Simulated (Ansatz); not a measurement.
**CH6FNSiTe: up Jacob's ladder to CCSD(T)**

An exercise on one series of results from a longer session: the logs are not shown, and one member is left open.

The runs use Ansatz 0.2.0, Gaussian basis; functionals in def2-TZVPP, the program's frozen cores in correlated methods.

The runs, in order: PBE-D4, r2SCAN-D4, PBE0-D4, B3LYP-D4, ωB97X-V, ωB97M-V, B2PLYP; CCSD(T)/def2-TZVPP; MP2/def2-QZVPP; extrapolation to the limit.

### Structure used throughout

An earlier PBE0-D4 in a triple-zeta def2 set relaxation fixed the geometry. Te takes the def2 core potential; no spin-orbit term is included.

SMILES `NC([TeH])[SiH2]F`, 11 atoms, charge 0, spin multiplicity 1.

Atoms are counted from 1 here; the program's logs count them from 0.

Bond lengths: N1–C2 1.412 Å, N1–H6 1.010 Å, N1–H7 1.011 Å, C2–Te3 2.250 Å, C2–Si4 1.868 Å, C2–H8 1.093 Å, Te3–H9 1.658 Å, Si4–F5 1.604 Å, Si4–H10 1.478 Å, Si4–H11 1.483 Å. Angles: C2–N1–H6 113.7°, C2–N1–H7 113.8°, H6–N1–H7 109.1°, N1–C2–Te3 117.3°, N1–C2–Si4 117.1°, N1–C2–H8 110.7°, Te3–C2–Si4 100.2°, Te3–C2–H8 100.0°, Si4–C2–H8 109.9°, C2–Te3–H9 91.9°, C2–Si4–F5 111.0°, C2–Si4–H10 109.2°, C2–Si4–H11 109.4°, F5–Si4–H10 107.7°, F5–Si4–H11 106.6°, H10–Si4–H11 112.9°.

Set-up of the first run:

in.yaml reads:

```yaml
crystal:
  periodic: [false, false, false]
  atoms:
    - {symbol: N, position_ang: [-1.479525, 0.653267, -0.052912]}
    - {symbol: C, position_ang: [-0.461499, -0.239268, -0.455095]}
    - {symbol: Te, position_ang: [1.051182, 0.518985, -1.937909]}
    - {symbol: Si, position_ang: [0.677817, -0.884963, 0.877426]}
    - {symbol: F, position_ang: [-0.158371, -1.489242, 2.106007]}
    - {symbol: H, position_ang: [-1.145595, 1.421915, 0.510937]}
    - {symbol: H, position_ang: [-2.028381, 1.018436, -0.819451]}
    - {symbol: H, position_ang: [-0.880698, -1.073685, -1.022498]}
    - {symbol: H, position_ang: [1.499349, 1.756318, -0.929298]}
    - {symbol: H, position_ang: [1.508042, -1.973936, 0.321327]}
    - {symbol: H, position_ang: [1.482979, 0.235174, 1.421966]}
basis:
  gaussian: {orbitals: def2-TZVPP}
hamiltonian: {xc: pbe, dispersion: d4}
output: {forces: true, orbitals: {seedname: orbitals}}
```

Command:

```
$ ansatz run in.yaml --threads 2 --pin off --events-out ev --progress --plain --max-ram 32768MiB --backend cpu
```

Among the steps run: PBE-D4 (GGA); r2SCAN-D4 (meta-GGA); PBE0-D4 (hybrid); B3LYP-D4 (hybrid); ωB97X-V (range-separated); ωB97M-V (range-separated); B2PLYP (double hybrid); CCSD(T) in def2-TZVPP; MP2 in def2-QZVPP.

One of the session's tables, all rows but one given; the rest of the session is left out.

```
            method  atomisation energy (kJ/mol)
            PBE-D4                       3725.3
         r2SCAN-D4                       3649.7
           PBE0-D4                       3643.3
          B3LYP-D4                            ?
           ωB97X-V                       3669.8
           ωB97M-V                       3655.1
            B2PLYP                       3607.5
     HF/def2-TZVPP                       2528.8
    MP2/def2-TZVPP                       3602.6
   CCSD/def2-TZVPP                       3487.6
CCSD(T)/def2-TZVPP                       3551.6
           MP2/CBS                       3728.9
       CCSD(T)/CBS                       3678.0
```

Estimate the missing values for B3LYP-D4.

**Answer.** atomisation energy (kJ/mol): 3660.6. In the column «atomisation energy (kJ/mol)» it lies between ωB97M-V (3655.1) and ωB97X-V (3669.8).

Some runs used a GPU and others CPU threads alone; cost is compared among the CPU runs only.

Among the levels timed on like hardware, those that no quicker one beats, quickest first: PBE-D4 (5.5 s, +47.3 kJ/mol); PBE0-D4 (7.5 s, -34.7 kJ/mol); r2SCAN-D4 (9.1 s, -28.3 kJ/mol); B3LYP-D4 (12 s, -17.4 kJ/mol); ωB97X-V (16 s, -8.2 kJ/mol).

To keep in mind: All levels share the lack of spin-orbit coupling, which lowers the free heavy atoms and so the true binding.
